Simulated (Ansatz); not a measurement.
# GeCP+ (triplet): the correlation ladder, cc-pVTZ

One table from this session's results is given with a row withheld; the runs are named, their logs left out.

Program: Ansatz 0.2.0, Gaussian basis. Level of theory: cc-pVTZ, core rule «outside noble gas», up to 20 orbitals frozen. These are calculated values, not measurements.

To be run: UHF; CCSD(T) on ROHF; CCSD(T) on UHF; BCCD(T) on ROHF; CCSDT(Q) on ROHF; CCSDT(Q) on UHF; CASSCF and NEVPT2, 12 electrons in 12 orbitals.

3 further runs of the same task are left out: 3 set aside as unsound or not needed.

**What is computed**

The geometry is a PBE0/def2-TZVP stationary point (not a proven minimum) of the parent state, kept for this charge and spin. No spin-orbit coupling is included. The filled d shell of Ge may be among the frozen orbitals whatever the setting's name suggests; the logs give the count.

3 atoms, charge 1, spin multiplicity 3.

Atoms are counted from 1 here; the program's logs count them from 0.

Bond lengths: Ge1–C2 1.858 Å, C2–P3 1.573 Å. Angles: Ge1–C2–P3 180.0°.

The first run:

in.yaml reads:

```yaml
crystal:
  periodic: [false, false, false]
  atoms:
    - {symbol: Ge, position_ang: [0.000000, 0.000000, 1.762900]}
    - {symbol: C, position_ang: [0.000000, 0.000000, -0.094700]}
    - {symbol: P, position_ang: [0.000000, 0.000000, -1.668200]}
basis:
  gaussian: {orbitals: cc-pVTZ}
total_charge: 1
magnetization: {spin_polarized: true, initial_magnetization: 2}
hamiltonian: {xc: hf}
output: {orbitals: {seedname: orbitals}}
```

On the command line:

```sh
> ansatz run in.yaml --threads 1 --pin off --events-out ev --progress --plain --max-ram 2816MiB --backend cpu
```

Among the steps run: UHF; CCSD(T) on ROHF; CCSD(T) on UHF; BCCD(T) on ROHF; CCSDT(Q) on ROHF; CCSDT(Q) on UHF; CASSCF and NEVPT2, 12 electrons in 12 orbitals.

One of the session's tables, all rows but one given; the rest of the session is left out.

| method | from RCCSDT(Q) (meV) |
| --- | --- |
| RMP2 | +1357.4 |
| UMP2 | +1896.8 |
| RCCSD | +883.6 |
| UCCSD | +857.2 |
| RCCSD(T) | +134.7 |
| UCCSD(T) | +141.9 |
| BCCD(T) | +119.6 |
| RCCSDT | +97.9 |
| UCCSDT | +78.1 |
| RCCSDT(Q) | 0 |
| UCCSDT(Q) | -23.4 |
| CASSCF valence | ? |
| NEVPT2 valence | +1270.2 |

Estimate the missing values for CASSCF valence.

The run gave: from RCCSDT(Q) (meV): +6405.6. In the column «from RCCSDT(Q) (meV)» it is the highest.

Left out of the table: ROHF, UHF (another determinant or state than the rows shown).

To keep in mind: Warnings: coupled cluster took another determinant than the lowest; large T1 diagnostic. Restricted and unrestricted rows rest on different reference determinants; where their highest levels disagree by more than a few hundredths of an eV, they describe different states and don't form one ladder.
